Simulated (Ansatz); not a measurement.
# Ta (P6_3/mmc): scan of the energy under strain from a Python script

What does a strain cost in Ta (P6_3/mmc)? The task is a scan of the energy under strain, for Ta (P6_3/mmc).

Computed with Ansatz 0.2.0, driven from Python. Level of theory: DFT PBEsol, plane waves, PAW.

### 1 Starting point

The structure is hexagonal, space group P6_3/mmc (No. 194). Conventional cell: a = 2.900 Å, b = 2.900 Å, c = 5.166 Å, α = 90.00°, β = 90.00°, γ = 120.00°. Ta (site symmetry -6m2) is surrounded by 12 Ta at 2.90 to 3.08 Å.

No structure file is read: the coordinates are typed or built in the script.

### 2 The code

Input file ta.py:

```python
"""Energy of Ta under rhombohedral strain, ions carried with the cell."""

import warnings

import ansatz
import matplotlib.pyplot as plt
import numpy as np

vectors0 = np.array([
    [2.900372, 0.0, 0.0],
    [-1.450186, 2.511796, 0.0],
    [0.0, 0.0, 5.166274],
])
sites = [
    ("Ta", (2 / 3, 1 / 3, 0.75)),
    ("Ta", (1 / 3, 2 / 3, 0.25)),
]


def build(cell):
    crystal = ansatz.Crystal(lattice=ansatz.Lattice.of(cell))
    for symbol, position in sites:
        crystal = crystal.atom(symbol, position)
    return crystal


def main() -> None:
    warnings.simplefilter("ignore", ansatz.DeckWarning)

    # clamped ions: the fractional positions stay as typed
    values = np.linspace(-0.03, 0.03, 5)
    energies = []
    for d in values:
        strain = d / 2 * (np.ones((3, 3)) - np.eye(3))
        cell = vectors0 @ (np.eye(3) + strain)
        calculation = (
            build(cell).calculation()
            .functional("pbesol")
            .occupations(ansatz.OccupationsMethod.METHFESSEL_PAXTON)  # fractional filling near the Fermi level
            .basis(520)
            .kpoints(14, 14, 7)
            .stress()  # positive in compression
        )
        rep = calculation.run().report
        energies.append(rep["free_energy_ev"] / len(sites))
        s = rep["stress_gpa"]
        print(f"d = {d:+.4f}  stress xx yy zz xy (GPa, compression positive): {s[0][0]:8.3f} {s[1][1]:8.3f} {s[2][2]:8.3f} {s[0][1]:8.3f}")
    energies = np.array(energies)

    for value, e in zip(values, energies):
        print(f"strain {value:7.3f}   E - Emin = {1000 * (e - energies.min()):9.3f} meV/atom")
    plt.figure(figsize=(4.5, 3))
    plt.plot(values, 1000 * (energies - energies.min()), "o-")
    plt.xlabel("strain")
    plt.ylabel("meV/atom")
    plt.tight_layout()
    plt.savefig("strain.png", dpi=100)
    curvature = 2 * np.polyfit(values, energies, 3)[1]
    volume = abs(np.linalg.det(vectors0)) / len(sites)
    print(f"d2E/dd2 over the volume: {curvature / volume * 160.21766:.1f} GPa")


if __name__ == "__main__":
    main()
```

### 3 What the engine is handed

The engine receives this input (first run):

```yaml
crystal:
  lattice:
    - [2.900372, -0.043505579999999995, -0.043505579999999995]
    - [-1.48786294, 2.5335487899999998, -0.01592415]
    - [-0.07749410999999999, -0.07749410999999999, 5.166274]
  atoms:
    - { symbol: Ta, position: [0.6666666666666666, 0.3333333333333333, 0.75] }
    - { symbol: Ta, position: [0.3333333333333333, 0.6666666666666666, 0.25] }
basis:
  ecutwfc: 520.0
kpoints:
  mp_grid:
    grid: [14, 14, 7]
hamiltonian:
  xc: pbesol
scf:
  occupations:
    method: methfessel_paxton
output:
  stress: true
```

### 4 Launch

Command:

```console
$ python ta.py
```

Q: Predict the main results. Wanted: curvature under the strain; range of energy; lowest point, strain.

**Answer**, as computed:

| quantity | value |
| --- | --- |
| curvature under the strain | -75.6 GPa |
| runs compared | 5 |
| range of energy | 4.69 meV/atom |
| lowest point, strain | 0.030 |

In words: The lowest point is at the last value of the scan; the highest lies 4.7 meV/atom above it. The unstrained cell isn't the minimum along this strain, so the curvature isn't an elastic constant at equilibrium. A negative curvature there points to an instability against this strain. In CPU time, run 5 (strain 0.030) cost about 7 times as much as run 3 (strain 0.000). Reading the output:
- The curvature belongs to this strain pattern and to the cell's stress; it equals a single elastic constant only for simple patterns.
- In a metal a curvature from energy changes of a few meV or less hangs on mesh and smearing, in size and even in sign.
- Spin-orbit coupling, which matters for elements this heavy, is left out.
- At these settings the cell as given stands under about -7 GPa, so it isn't at this functional's equilibrium volume.
- This isn't the structure that Ta takes at ambient conditions.
- The ions keep their fractional positions (clamped ions). Whether this is the phase that is stable at ambient conditions was not tested.
